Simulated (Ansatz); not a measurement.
# LaIn₃, space group Pm-3m: a relaxation of cell and ions

Computed with Ansatz 0.2.0 through its Python package.

Notebook, run cell by cell (the value of a cell's last expression is shown):

**Cell 1**
```python
import ansatz as az
from ase import Atoms
from ase.neighborlist import neighbor_list
import numpy as np
```

**Cell 2**
```python
def edges_and_angles(cell):
    cell = np.asarray(cell)
    a, b, c = np.linalg.norm(cell, axis=1)
    cosines = cell[1] @ cell[2] / (b * c), cell[0] @ cell[2] / (a * c), cell[0] @ cell[1] / (a * b)
    return (a, b, c, *np.degrees(np.arccos(cosines)))
```

**Cell 3**
```python
system = (
    az.Lattice.of((4.77405039, 0.0, 0.0), (0.0, 4.77405039, 0.0), (0.0, 0.0, 4.77405039))
    .atom('La', (0.0, 0.0, 0.0))
    .atom('In', (0.5, 0.0, 0.5))
    .atom('In', (0.0, 0.5, 0.5))
    .atom('In', (0.5, 0.5, 0.0))
)
```

**Cell 4**
```python
system.resolved().sites[-1]
```
Output:
```text
Site(symbol='In', position=(0.5, 0.5, 0.0), moment=None, axis=None, held=None, saved=None)
```

**Cell 5**
```python
# every cell quantity that the symmetry leaves free
base = system.calculation()
base = base.functional('PBEsol').kpoints(spacing=0.26)
base = base.occupations('Fermi-Dirac', width=0.05)
base = base.relax(force_tolerance=0.02, cell=True, stress_tolerance=0.01)
steps = []
```

**Cell 6**
```python
def follow(event):
    if event['event'] != 'relax_step':
        return
    row = event['data']
    steps.append(row)
    print(f'step {row["step"]:3d}  E = {row["lagrangian_ev"]:.5f} eV  largest force component = {row["allowed_force_max_ev_ang"]:.4f} eV/A  P = {row["pressure_gpa"]:.3f} GPa')
```

**Cell 7**
```python
out = base.session().plan(threads=1).execute(on_event=follow)
rep = out.report
```
Output:
```text
DeckWarning: basis.ecutwfc = 420 eV, auto-derived from the records' recommended cutoffs: set by La (normal level)
step   1  E = -22739.59215 eV  largest force component = 0.0000 eV/A  P = -2.208 GPa
step   2  E = -22739.62120 eV  largest force component = 0.0000 eV/A  P = 0.895 GPa
step   3  E = -22739.62516 eV  largest force component = 0.0000 eV/A  P = -0.068 GPa
step   4  E = -22739.62520 eV  largest force component = 0.0000 eV/A  P = -0.002 GPa
step   5  E = -22739.62443 eV  largest force component = 0.0000 eV/A  P = -0.001 GPa
```

**Cell 8**
```python
rep['published_state_doubts']
```
Output:
```text
[]
```

**Cell 9**
```python
[(site.symbol, site.position_frac.round(4).tolist()) for site in out.lattice.sites]
```
Output:
```text
[(<Element.LA: 'La'>, [-0.0, 0.0, -0.0]), (<Element.IN: 'In'>, [0.5, -0.0, 0.5]),
 (<Element.IN: 'In'>, [0.0, 0.5, 0.5]), (<Element.IN: 'In'>, [0.5, 0.5, 0.0])]
```

**Cell 10**
```python
rep['kweights']
```
Output:
```text
[0.004629629629629629, 0.027777777777777776, 0.027777777777777776, 0.013888888888888888,
 0.05555555555555555, 0.1111111111111111, 0.05555555555555555, 0.05555555555555555,
 0.05555555555555555, 0.013888888888888888, 0.037037037037037035, 0.1111111111111111,
 0.05555555555555555, 0.1111111111111111, 0.1111111111111111, 0.027777777777777776,
 0.037037037037037035, 0.05555555555555555, 0.027777777777777776, 0.004629629629629629]
```

**Cell 11**
```python
first, last = steps[0], steps[-1]
symbols = [site.symbol for site in out.lattice.sites]
print(f'energy gained {first["lagrangian_ev"] - last["lagrangian_ev"]:.4f} eV in {len(steps) - 1} steps')
for label, vectors in (('before', first['cell_ang']), ('after', out.lattice.cell_ang)):
    print(label, 'a b c (A) {:.4f} {:.4f} {:.4f}  angles {:.2f} {:.2f} {:.2f}'.format(*edges_and_angles(vectors)), f' V = {abs(np.linalg.det(vectors)):.3f} A^3')
print('final stress xx yy zz (GPa, compression positive):', np.round(np.diag(rep['stress_gpa']), 3) + 0.0)
```
Output:
```text
energy gained 0.0323 eV in 4 steps
before a b c (A) 4.7741 4.7741 4.7741  angles 90.00 90.00 90.00  V = 108.808 A^3
after a b c (A) 4.7073 4.7073 4.7073  angles 90.00 90.00 90.00  V = 104.307 A^3
final stress xx yy zz (GPa, compression positive): [-0.001 -0.001 -0.001]
```

**Cell 12**
```python
print('atom   start x y z (A)              end x y z (A)')
for symbol, a, b in zip(symbols, first['positions_ang'], last['positions_ang']):
    print(f'{symbol:3s}', ' '.join(f'{v:8.4f}' for v in a), '  ', ' '.join(f'{v:8.4f}' for v in b))
```
Output:
```text
atom   start x y z (A)              end x y z (A)
La    0.0000   0.0000   0.0000     -0.0000   0.0000  -0.0000
In    2.3870   0.0000   2.3870      2.3536  -0.0000   2.3536
In    0.0000   2.3870   2.3870      0.0000   2.3536   2.3536
In    2.3870   2.3870   0.0000      2.3536   2.3536   0.0000
```

**Cell 13**
```python
print('relaxed fractional positions')
for site in out.lattice.sites:
    print(f'  {site.symbol:2s}', ' '.join(f'{v % 1:8.5f}' for v in np.round(site.position_frac, 5)))
```
Output:
```text
relaxed fractional positions
  La  0.00000  0.00000  0.00000
  In  0.50000  0.00000  0.50000
  In  0.00000  0.50000  0.50000
  In  0.50000  0.50000  0.00000
```

**Cell 14**
```python
final = Atoms(symbols, positions=last['positions_ang'], cell=out.lattice.cell_ang, pbc=True)
i, j, d = neighbor_list('ijd', final, 4.5)
print('neighbours within 1.15 times the shortest distance of each atom (A)')
for atom in range(len(final)):
    near = [m for m in np.argsort(d) if i[m] == atom]
    shell = [m for m in near if d[m] < 1.15 * d[near[0]]]
    print(f'{symbols[atom]}{atom} ({len(shell)}):', ', '.join(f'{symbols[j[m]]} {d[m]:.3f}' for m in shell))

print(f'free energy      {rep["free_energy_ev"]:.5f} eV')
print(f'per atom         {rep["free_energy_ev"] / len(out.lattice.sites):.5f} eV')
print(f'SCF iterations   {rep["n_iterations"]}  (converged: {rep["converged"]})')
```
Output:
```text
neighbours within 1.15 times the shortest distance of each atom (A)
La0 (12): In 3.329, In 3.329, In 3.329, In 3.329, In 3.329, In 3.329, In 3.329, In 3.329, In 3.329, In 3.329, In 3.329, In 3.329
In1 (12): La 3.329, La 3.329, In 3.329, In 3.329, In 3.329, In 3.329, In 3.329, In 3.329, La 3.329, La 3.329, In 3.329, In 3.329
In2 (12): La 3.329, In 3.329, In 3.329, In 3.329, In 3.329, In 3.329, La 3.329, In 3.329, In 3.329, In 3.329, La 3.329, La 3.329
In3 (12): In 3.329, In 3.329, In 3.329, La 3.329, In 3.329, La 3.329, La 3.329, In 3.329, In 3.329, In 3.329, La 3.329, In 3.329
free energy      -22739.62443 eV
per atom         -5684.90611 eV
SCF iterations   6  (converged: True)
```

Absolute energies stand on the zero of these potentials, so only differences at equal settings mean something. Forces vanish by symmetry, so the ions can't move, and the end may be a saddle. The mesh is modest for a metal, so energies can be off by several to tens of meV an atom and pressures by half a GPa or more; differences at equal mesh fare better. Energies along a relaxation are free energies. Rows at an unchanged volume are solved on a plane-wave basis chosen afresh for that cell, so the energy jumps there and such rows are no steps of the walk. This cell is a computed structure, which may not be the phase found in nature. Warnings are shown shortened and without file and line. Finished in 14 s on 1 thread of Arm Neoverse V2, with other jobs on the host, peak memory 0.5 GiB.

(Lines on the test bed's own set-up are left out of the output.)
